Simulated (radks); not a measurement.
# Kr in [Ar] 3d10 4s1.75 4p6 5s0.25: an all-electron calculation

One table from this session's results is given with a row withheld; the runs are named, their logs left out.

Program: radks (a radial shooting solver on a logarithmic mesh, Libxc functionals) version 1. Level of theory: Dirac Kohn-Sham, revPBE, spin-unpolarised, spherical densities, point nucleus. These are calculated values, not measurements, unless marked.

**The atom as given**

- element: krypton (Z = 36)
- charge: 0
- electrons: 36
- configuration: [Ar] 3d10 4s1.75 4p6 5s0.25

Set-up of the first run:

Input:

```text
Z 36
configuration [Ar] 3d10 4s1.75 4p6 5s0.25 4d0 5p0 6s0 4f0
relativity Dirac
functional pbe_r,pbe
spin unpolarised
j_filling average
nucleus point
c 137.035999084
```

Run with:

```
$ python run_ks.py task.json out
```

The same process makes all the runs of this session.

One of the session's tables, all rows but one given; the rest of the session is left out.

It belongs to the step «Shells». Radial moments (bohr):

```
level      <r>  outermost maximum (interpolated)  90 % within  nodes
1s1/2  0.04148                            0.0271       0.0742      0
2s1/2   0.1832                             0.154        0.284      1
2p1/2   0.1573                             0.121        0.257      0
2p3/2   0.1613                             0.124        0.263      0
3s1/2        ?                                 ?            ?      ?
3p1/2   0.5333                             0.458        0.813      1
3p3/2   0.5438                             0.466        0.829      1
3d3/2   0.5532                             0.410        0.906      0
3d5/2   0.5571                             0.413        0.912      0
4s1/2    1.563                              1.34         2.32      3
4p1/2    1.880                              1.52         2.88      2
4p3/2    1.924                              1.55         2.95      2
5s1/2    6.732                              5.19         10.6      4
```

**Question.** Estimate the row for 3s1/2.

As computed: <r>: 0.5300; outermost maximum (interpolated): 0.467; 90 % within: 0.788; nodes: 2. In the column «<r>» it lies between 2s1/2 (0.1832) and 3p1/2 (0.5333).
